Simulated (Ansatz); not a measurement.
# SiNi2 (Pnma) in Ansatz: a series of runs

The runs below take SiNi2 through relaxation of cell and atoms, single point, with PBEsol+D3(BJ), PBE, BLYP.

Program: Ansatz 0.2.0. These are calculated values, not measurements. Logs are shortened: lines on timing, memory, paths and dates and some standing lists are left out, and cuts for length are marked.

## Step 1: The crystal as given

The structure is orthorhombic, space group Pnma (No. 62). The conventional cell has a = 4.990 Å, b = 3.720 Å, c = 7.030 Å, α = 90.00°, β = 90.00°, γ = 90.00°. Around Ni (site symmetry m) lie 4 Si at 2.28 to 2.33 Å and 4 Ni at 2.53 to 2.62 Å. Ni (site symmetry m) is surrounded by 5 Si at 2.34 to 2.57 Å and 6 Ni at 2.53 to 2.62 Å. Si (site symmetry m) has 9 Ni at 2.28 to 2.57 Å as nearest neighbours.

## Step 2: Relaxation of cell and atoms, PBEsol+D3(BJ), collinear spin, ferromagnetic start

Input file input.yaml:

```yaml
crystal:
  lattice:
    - [4.99, 0.0, 0.0]
    - [0.0, 3.72, 0.0]
    - [0.0, 0.0, 7.03]
  atoms:
    - { symbol: Ni, position: [0.325, 0.75, 0.937], spin: 1.0 }
    - { symbol: Ni, position: [0.675, 0.25, 0.063], spin: 1.0 }
    - { symbol: Ni, position: [0.175, 0.25, 0.437], spin: 1.0 }
    - { symbol: Ni, position: [0.825, 0.75, 0.563], spin: 1.0 }
    - { symbol: Ni, position: [0.458, 0.75, 0.297], spin: 1.0 }
    - { symbol: Ni, position: [0.542, 0.25, 0.703], spin: 1.0 }
    - { symbol: Ni, position: [0.042, 0.25, 0.797], spin: 1.0 }
    - { symbol: Ni, position: [0.958, 0.75, 0.203], spin: 1.0 }
    - { symbol: Si, position: [0.786, 0.75, 0.886] }
    - { symbol: Si, position: [0.214, 0.25, 0.114] }
    - { symbol: Si, position: [0.714, 0.25, 0.386] }
    - { symbol: Si, position: [0.286, 0.75, 0.614] }
hamiltonian:
  xc: pbesol
  pseudopotentials: { kind: paw }
  dispersion: d3bj
magnetization:
  spin_polarized: true
kpoints:
  mp_grid: { grid: [6, 7, 4] }
scf:
  occupations: { method: fermi_dirac, width: 0.05 }
output:
  forces: true
  stress: true
  eigenvalues: true
relax:
  f_tol: 0.01
  max_steps: 40
  cell: { stress_tol: 0.05 }
```

Potentials or basis: Ansatz PAW.

On the command line:

```sh
$ ansatz run input.yaml --threads 4 --pin off --max-ram 11264MiB --backend cpu --events-out ev --progress --plain --runs-dir out
```

The log of the run:

```text
Warning: RAYON_NUM_THREADS=4 ignored (pool sized by the plan → 4); use --threads N
Engine: ansatz 0.2.0, aarch64-unknown-linux-gnu
Pseudopotentials: kind: paw
Pseudopotential: Ni, paw, valence charge 18, recommended cutoff 420 eV (normal), Ni.paw.azcp
Pseudopotential: Si, paw, valence charge 4, recommended cutoff 420 eV (normal), Si.paw.azcp
Functional definition: PBEsol
  exchange = pbesol_x
  correlation = pbesol_c
Crystal: 12 atoms, lattice volume = 130.496 Å³
Basis set: ecut = 420 eV, 2559 PW (Γ), exchange–correlation on 72×50×96 points (8 copies of the dense FFT grid, shifted against one another)
Bands: 101, of which v1, the nominal top of the filled ones, is band 80 counted from 1 (79 counted from 0)
Symmetry: 8 space group operations
Space group: Pnma (ITA 62), of the structure as read, at distance tolerance 5.1e-5 Å
Magnetic group: BNS 62.441 (UNI 539), of the structure as read, at distance tolerance 5.1e-5 Å
k-points: 48 of 168
Non-local potential: Ni, projectors of the file, l = 0: 3, l = 1: 2, l = 2: 3, l = 3: 1
Non-local potential: Si, projectors of the file, l = 0: 2, l = 1: 2, l = 2: 2
PAW form: soft (Blöchl's): semilocal exchange-correlation on the pseudo side does not see the compensation charge
PAW frozen core: Ni, regenerated for the run's functional, and the local potential with it (the file was generated under x = pbe(κ = 0.804, μ = 0.2195149727645171), c = pbe(β = 0.06672455060314922))
PAW frozen core: Si, regenerated for the run's functional, and the local potential with it (the file was generated under x = pbe(κ = 0.804, μ = 0.2195149727645171), c = pbe(β = 0.06672455060314922))
PAW one-centre angular grid: Ni, 590 points (default); XC on 64 Gauss nodes
PAW one-centre angular grid: Si, 110 points (default); XC on 64 Gauss nodes
Initial density: superposition of atomic densities (chi_scale 0.1, normalization cell)
Starting moments: Σ|m| = 8 μB on 8 of 12 sites
Initial wavefunctions: pseudopotential atomic-orbital guess
Functional: x = pbesol(κ = 0.804, μ = 0.12345679012345678), c = pbesol(β = 0.046)
SCF iter   1: F=—  HF=-48926.433705 eV  |F-HF|=—  |Δ(HF+E_count)|=         —  Δρ=7.64e-2 (↑7.64e-2 ↓2.91e-2)  dr2=6.94e0  dr2_m=1.45e0  M=4.379 μB ∫|m|=5.520 μB  β_m=0.30  ethr=3.10e-3  ⟨swp⟩=5.7  Hψ=34417  notcnv=0  defer=58
Mixer restart at iter 1: flushing history
preconditioner: auto → Kerker (q_TF=auto, 2.823 Å⁻¹)  [metal: Δε(μ)=0.008 eV  Ē_g=7.944 eV  σ=0.050 eV  W_gap=0.04  n_scr=52 (ndim 8)  ℏωp=31.8 eV  f_vac=0.000  D(μ)=10.02/eV (n_scr^D=116)]
spin=Collinear: Kerker preconditioning applied to the charge; magnetization (m = ρ↑ − ρ↓) channel mixes plain (no charge-response kernel on spin).
SCF iter   2: F=—  HF=-48925.102646 eV  |F-HF|=—  |Δ(HF+E_count)|=    1.33e0  Δρ=5.43e-2 (↑2.84e-2 ↓5.43e-2)  dr2=1.20e0  dr2_m=1.80e0  M=3.456 μB ∫|m|=4.557 μB  β_m=0.33  ethr=3.10e-3  ⟨swp⟩=2.0  Hψ=15422  notcnv=0  defer=1035
SCF iter   3: F=—  HF=-48930.223606 eV  |F-HF|=—  |Δ(HF+E_count)|=    5.12e0  Δρ=5.09e-2 (↑2.60e-2 ↓5.09e-2)  dr2=1.14e0  dr2_m=1.63e0  M=2.873 μB ∫|m|=3.866 μB  β_m=0.22  ethr=7.51e-4  ⟨swp⟩=2.0  Hψ=13902  notcnv=0  defer=1047
[... 141 lines left out ...]
  E_hartree    = 13276.086629
  E_xc         = -915.458065
  E_vxc        = -1089.684041  (∫ρ·V_xc dr)
  E_paw        = -14768.220666  (= ΣΔE_a)
  E_vpaw       = -4221.953328  (= ΣTr[D̂ρ^β])
  E_aug_tail   = 0.003829  (compensation charges beyond the density's cutoff)
  E_ewald      = -23160.707493
  E_disp       = -5.627972  (pairwise vdW)
  E_core_change = 1.704553  (= ΣΔE_core)
  E_smearing   = -0.046013  (= −TS)
  E_closure    = 0.000000  (closes the sum)
  Σ components = -48938.819928   (vs F -48938.819928, Δ=0.00e0)
--- Forces (eV/Å), atoms counted from 1 ---
  atom   1  Ni    -0.00014193     0.00000000    -0.00069227
  atom   2  Ni     0.00014193    -0.00000000     0.00069227
  atom   3  Ni     0.00014193    -0.00000000    -0.00069227
  atom   4  Ni    -0.00014193     0.00000000     0.00069227
  atom   5  Ni    -0.00022197    -0.00000000     0.00039222
  atom   6  Ni     0.00022197    -0.00000000    -0.00039222
  atom   7  Ni     0.00022197    -0.00000000     0.00039222
  atom   8  Ni    -0.00022197     0.00000000    -0.00039222
  atom   9  Si     0.00019019     0.00000000    -0.00067015
  atom  10  Si    -0.00019019    -0.00000000     0.00067015
  atom  11  Si    -0.00019019     0.00000000    -0.00067015
  atom  12  Si     0.00019019     0.00000000     0.00067015
  max |Σ_I F_I| component: 9.54e-18 eV/Å
--- Stress (GPa, compression-positive) ---
        0.000079       0.000000      -0.000000
        0.000000       0.010853       0.000000
       -0.000000       0.000000      -0.000434
  P = ⅓ Tr σ = 0.0035 GPa (0.035 kbar)
--- Band table (eV; the first three rows and the last of 96) ---
  k-point 0 ↑: bands = ["-85.0022", "-85.0012", "-84.9955", "-84.9955", "-84.8612", "-84.8603", "-84.8492", "-84.8491", "-45.6331", "-45.6290", "-45.6282", "-45.6210", "-45.5883", "-45.5681", "-45.5568", "-45.5388", "-45.5382", "-45.5354", "-45.5053", "-45.5008", "-45.4867", "-45.4843", "-45.4786", "-45.4784", "-45.4556", "-45.4454", "-45.3923", "-45.3903", "-45.3632", "-45.3511", "-45.3027", "-45.3015", "5.1697", "7.8237", "7.9707", "10.0423", "11.4227", "11.8575", "12.5858", "12.8962", "13.2159", "13.5472", "13.5926", "13.5960", "13.9531", "13.9905", "14.1849", "14.1895", "14.5246", "14.6307", "14.7490", "14.9065", "15.0032", "15.0328", "15.3690", "15.5715", "15.6177", "15.7571", "15.9597", "15.9831", "15.9844", "16.0272", "16.2058", "16.3327", "16.3576", "16.3832", "16.3836", "16.5670", "16.6324", "16.6646", "16.7465", "16.9393", "16.9549", "17.1072", "17.1746", "17.2300", "17.3950", "17.4205", "17.7794", "18.3108", "19.2015", "19.4123", "20.0863", "20.8898", "20.8919", "21.3729", "21.9904", "22.0095", "22.8577", "23.3112", "23.7645", "23.9821", "24.7318", "24.8201", "25.2550", "26.3401", "26.4283", "26.4420", "27.3193", "27.5789", "27.7793"]
[... 3 lines left out ...]
--- Relaxed structure (6 steps of the walk, 6 accepted, 1 SCFs on fresh bases) ---
  F+E_penalty+E_count = -48938.81992820 eV   max|allowed force component| = 6.923e-4 eV/Å   (the final SCF, on the basis selected at the relaxed cell)
  cell:  # Å, volume = 123.4177 Å³
    - [4.8375140926434215, 0.0, 0.0]
    - [0.0, 3.6736644522738584, 0.0]
    - [0.0, 0.0, 6.944735744712258]
  atoms:
    - { symbol: Ni, position: [0.32771516234263615, 0.7499999999999999, 0.9394607123404513] }
    - { symbol: Ni, position: [0.6722848376573637, 0.24999999999999994, 0.06053928765954876] }
    - { symbol: Ni, position: [0.17228483765736383, 0.24999999999999994, 0.43946071234045114] }
    - { symbol: Ni, position: [0.8277151623426361, 0.7499999999999999, 0.5605392876595487] }
    - { symbol: Ni, position: [0.4563693352853293, 0.7499999999999999, 0.29013546974113735] }
    - { symbol: Ni, position: [0.5436306647146707, 0.24999999999999994, 0.7098645302588624] }
    - { symbol: Ni, position: [0.043630664714670746, 0.24999999999999994, 0.7901354697411375] }
    - { symbol: Ni, position: [0.956369335285329, 0.7499999999999999, 0.20986453025886256] }
    - { symbol: Si, position: [0.795626485898786, 0.7499999999999999, 0.8878045185162816] }
    - { symbol: Si, position: [0.2043735141012138, 0.24999999999999994, 0.11219548148371802] }
    - { symbol: Si, position: [0.7043735141012138, 0.24999999999999994, 0.38780451851628195] }
    - { symbol: Si, position: [0.29562648589878615, 0.7499999999999999, 0.612195481483718] }
```

Run time: 4.2 min. Hardware: 4 threads of Arm Neoverse V1, shared host; peak memory 1.2 GiB.

What came out:

```yaml
Free_energy: -48938.8199 eV
Relaxed_volume: 10.28 Å³/atom
Relaxed_cell: a = 4.838 Å, b = 3.674 Å, c = 6.945 Å, α = 90.00°, β = 90.00°, γ = 90.00°
Space_group_after_relaxing_to_0.05_Å: Pnma (No. 62)
Energy_gained_by_relaxing: 24.7 meV/atom
Ionic_steps: 7
Pressure_after_relaxing: 0.0 GPa
Band_gap_on_the_k_mesh: none (metal or under the smearing width)
Net_moment: 0.00 μB per cell
Absolute_moment: 0.00 μB per cell
```

Step by step:
```
step  energy change (eV)  largest force (eV/Å)  volume (Å³)
   1              0.0000                0.3585       130.50
   2             -0.2208                0.2119       126.68
   3             -0.2911                0.0976       123.02
   4             -0.2967                0.0825       123.40
   5             -0.2982                0.0085       123.40
   6             -0.2983                0.0007       123.42
   7             -0.2958                0.0007       123.42
```

Final structure:
```xyz
12
Lattice="4.8375 0.0000 0.0000 0.0000 3.6737 0.0000 0.0000 0.0000 6.9447" Properties=species:S:1:pos:R:3 pbc="T T T"
Ni    1.5853    2.7552    6.5243
Ni    3.2522    0.9184    0.4204
Ni    0.8334    0.9184    3.0519
Ni    4.0041    2.7552    3.8928
Ni    2.2077    2.7552    2.0149
Ni    2.6298    0.9184    4.9298
Ni    0.2111    0.9184    5.4873
Ni    4.6265    2.7552    1.4575
Si    3.8489    2.7552    6.1656
Si    0.9887    0.9184    0.7792
Si    3.4074    0.9184    2.6932
Si    1.4301    2.7552    4.2515
```

Caveat: the plane-wave basis is chosen anew once the cell has moved, so the energies of steps on either side of that aren't comparable; pairwise dispersion overbinds metals, which lowers pressure and volume; the PAW data sets come from PBE, with cores solved anew for the run's functional, which leaves a small shift of forces and pressure; the starting moments weren't kept.

## Step 3: Single point, PBE, collinear spin, ferromagnetic start

input.yaml, as its differences from that of step 2:

```diff
@@ -19,5 +19,4 @@
 hamiltonian:
-  xc: pbesol
+  xc: pbe
   pseudopotentials: { kind: paw }
-  dispersion: d3bj
 magnetization:
@@ -27,3 +26,3 @@
 scf:
-  occupations: { method: fermi_dirac, width: 0.05 }
+  occupations: { method: gaussian, width: 0.014 }
 output:
@@ -32,5 +31 @@
   eigenvalues: true
-relax:
-  f_tol: 0.01
-  max_steps: 40
-  cell: { stress_tol: 0.05 }
```

Potentials or basis: Ansatz PAW.

On the command line:

```sh
$ ansatz run input.yaml --threads 4 --pin off --max-ram 11264MiB --backend cpu --events-out ev --progress --plain --runs-dir out
```

Run time: 45 s. Hardware: 4 threads of Arm Neoverse V1, shared host; peak memory 1.2 GiB.

The run converged. Its results:

* Free energy: -49267.5135 eV
* Pressure: 3.4 GPa
* Largest force: 0.355 eV/Å
* Band gap on the k mesh: none (metal or under the smearing width)
* Net moment: 0.12 μB per cell
* Absolute moment: 0.12 μB per cell

Forces in eV/Å, atoms in the order of the input:
```
Ni   0.272  0.000  0.229
Ni  -0.272  0.000 -0.229
Ni  -0.272  0.000  0.229
Ni   0.272  0.000 -0.229
Ni   0.093  0.000 -0.214
Ni  -0.093  0.000  0.214
Ni  -0.093  0.000 -0.214
Ni   0.093  0.000  0.214
Si  -0.026  0.000  0.067
Si   0.026  0.000 -0.067
Si   0.026  0.000  0.067
Si  -0.026  0.000 -0.067
```

Stress tensor (GPa, compression positive):
```
2.82 0.00 0.00
0.00 3.40 0.00
0.00 0.00 3.87
```

Levels at points of the mesh, in eV from the Fermi level:
Spin up:
| k point | band 78 | band 79 | band 80 | band 81 | band 82 | band 83 |
| --- | --- | --- | --- | --- | --- | --- |
| (0.00, 0.00, 0.00) | -0.94 | -0.64 | -0.24 | 0.71 | 0.89 | 1.98 |
| (0.00, 0.00, -0.50) | -1.07 | -0.41 | -0.41 | 0.20 | 0.20 | 1.39 |
| (-0.50, 0.00, 0.00) | -0.96 | 1.20 | 1.20 | 1.98 | 1.98 | 2.65 |
| (-0.50, 0.00, -0.50) | -0.59 | 0.28 | 0.28 | 1.82 | 1.82 | 1.90 |
Spin down:
| k point | band 78 | band 79 | band 80 | band 81 | band 82 | band 83 |
| --- | --- | --- | --- | --- | --- | --- |
| (0.00, 0.00, 0.00) | -0.93 | -0.62 | -0.22 | 0.72 | 0.90 | 1.99 |
| (0.00, 0.00, -0.50) | -1.05 | -0.39 | -0.39 | 0.21 | 0.21 | 1.40 |
| (-0.50, 0.00, 0.00) | -0.95 | 1.21 | 1.21 | 1.99 | 1.99 | 2.66 |
| (-0.50, 0.00, -0.50) | -0.58 | 0.29 | 0.29 | 1.83 | 1.83 | 1.91 |

Caveat: the starting moments weren't kept.

## Step 4: Relaxation of cell and atoms, BLYP, collinear spin, ferromagnetic start

input.yaml, as its differences from that of step 3:

```diff
@@ -19,3 +19,3 @@
 hamiltonian:
-  xc: pbe
+  xc: blyp
   pseudopotentials: { kind: paw }
@@ -26,3 +26,3 @@
 scf:
-  occupations: { method: gaussian, width: 0.014 }
+  occupations: { method: fermi_dirac, width: 0.05 }
 output:
@@ -31 +31,5 @@
   eigenvalues: true
+relax:
+  f_tol: 0.01
+  max_steps: 40
+  cell: { stress_tol: 0.05 }
```

On the command line:

```sh
$ ansatz run input.yaml --threads 4 --pin off --max-ram 11264MiB --backend cpu --events-out ev --progress --plain --runs-dir out
```

It took 12 min on 4 threads of Arm Neoverse V1, shared host; peak memory 1.3 GiB.

The run converged. Its results:

- Free energy: -49348.5019 eV
- Relaxed volume: 11.97 Å³/atom
- Relaxed cell: a = 5.899 Å, b = 3.513 Å, c = 6.934 Å, α = 90.00°, β = 90.00°, γ = 90.00°
- Space group after relaxing (to 0.05 Å): Pnma (No. 62)
- Energy gained by relaxing: 46.6 meV/atom
- Ionic steps: 18
- Pressure after relaxing: 0.0 GPa
- Largest force after relaxing: 0.004 eV/Å
- Band gap on the k mesh: none (metal or under the smearing width)
- Net moment: 0.00 μB per cell
- Absolute moment: 0.00 μB per cell

Forces on the atoms (eV/Å):
```
Ni  -0.001  0.000 -0.002
Ni   0.001  0.000  0.002
Ni   0.001  0.000 -0.002
Ni  -0.001  0.000  0.002
Ni   0.000  0.000 -0.002
Ni   0.000  0.000  0.002
Ni   0.000  0.000 -0.002
Ni   0.000  0.000  0.002
Si   0.002  0.000 -0.003
Si  -0.002  0.000  0.003
Si  -0.002  0.000 -0.003
Si   0.002  0.000  0.003
```

Step by step:
```
step  energy change (eV)  largest force (eV/Å)  volume (Å³)
   1              0.0000                0.3685       130.50
   2             -0.2772                0.2637       134.94
   3             -0.4093                0.1376       139.60
   4             -0.4811                0.0800       140.87
   5             -0.4857                0.0167       141.29
   6             -0.4861                0.0018       141.25
   7             -0.5026                0.0021       141.25
   8             -0.5046                0.0071       141.60
   9             -0.5097                0.0157       142.23
  10             -0.5211                0.0396       142.90
  11             -0.5356                0.1061       143.62
  12             -0.5472                0.0276       143.48
  13             -0.5480                0.0078       143.41
  14             -0.5480                0.0060       143.45
  15             -0.5574                0.0061       143.45
  16             -0.5587                0.0035       143.59
  17             -0.5589                0.0036       143.68
  18             -0.5590                0.0036       143.68
```

Final structure:
```
Ni Si
1.0
     5.89853    0.00000    0.00000
     0.00000    3.51282    0.00000
     0.00000    0.00000    6.93400
Ni Si
8 4
Cartesian
  2.1280 2.6346 6.4940
  3.7705 0.8782 0.4399
  0.8212 0.8782 3.0270
  5.0773 2.6346 3.9069
  2.7344 2.6346 2.3416
  3.1642 0.8782 4.5924
  0.2149 0.8782 5.8086
  5.6836 2.6346 1.1254
  4.4135 2.6346 6.0407
  1.4851 0.8782 0.8933
  4.4343 0.8782 2.5737
  1.4642 2.6346 4.3603
```

Levels at points of the mesh, in eV from the Fermi level:
Spin up:
```
             k point  band 77  band 78  band 79  band 80  band 81  band 82  band 83  band 84
  (0.00, 0.00, 0.00)    -1.04    -0.91    -0.58    -0.44    -0.23    -0.19     1.79     3.68
 (0.00, 0.00, -0.50)    -1.03    -1.03    -0.74    -0.74     1.16     1.16     1.19     1.19
 (-0.50, 0.00, 0.00)    -1.00    -1.00     0.04     0.04     1.64     1.64     1.70     1.70
(-0.50, 0.00, -0.50)    -1.03    -1.03    -0.16    -0.16     0.74     0.74     1.85     1.85
```
Spin down:
```csv
k point,band 77,band 78,band 79,band 80,band 81,band 82,band 83,band 84
"(0.00, 0.00, 0.00)",-1.04,-0.91,-0.58,-0.44,-0.23,-0.19,1.79,3.68
"(0.00, 0.00, -0.50)",-1.03,-1.03,-0.74,-0.74,1.16,1.16,1.19,1.19
"(-0.50, 0.00, 0.00)",-1.00,-1.00,0.04,0.04,1.64,1.64,1.70,1.70
"(-0.50, 0.00, -0.50)",-1.03,-1.03,-0.16,-0.16,0.74,0.74,1.85,1.85
```

Caveat: the plane-wave basis is chosen anew once the cell has moved, so the energies of steps on either side of that aren't comparable; the volume moved by +10 % from the deposited cell, more than functionals usually miss; the PAW data sets come from PBE, with cores solved anew for the run's functional, which leaves a small shift of forces and pressure; the starting moments weren't kept. Zero-point motion and thermal expansion aren't in these numbers.

## Step 5: The runs side by side

```csv
task,level,cell,smearing,gap on the mesh (eV),pressure (GPa),moment (μB),relaxed volume (Å³/atom)
relaxation of cell and atoms,PBEsol+D3(BJ),relaxed,fermi-dirac 0.05 eV,none,0.0,0.00,10.28
single point,PBE,as given,gaussian 0.014 eV,none,3.4,0.12,-
relaxation of cell and atoms,BLYP,relaxed,fermi-dirac 0.05 eV,none,0.0,0.00,11.97
```

Alike in all rows: potentials or basis Ansatz PAW; spin collinear, ferromagnetic start; k mesh 6 × 7 × 4; cutoff (eV) 420.

Caveats: the starting moments weren't kept; the plane-wave basis is chosen anew once the cell has moved, so the energies of steps on either side of that aren't comparable (some runs); the PAW data sets come from PBE, with cores solved anew for the run's functional, which leaves a small shift of forces and pressure (some runs); pairwise dispersion overbinds metals, which lowers pressure and volume (some runs); the volume moved by +10 % from the deposited cell, more than functionals usually miss (some runs).

Absolute energies hang on the potentials; compare differences alone.
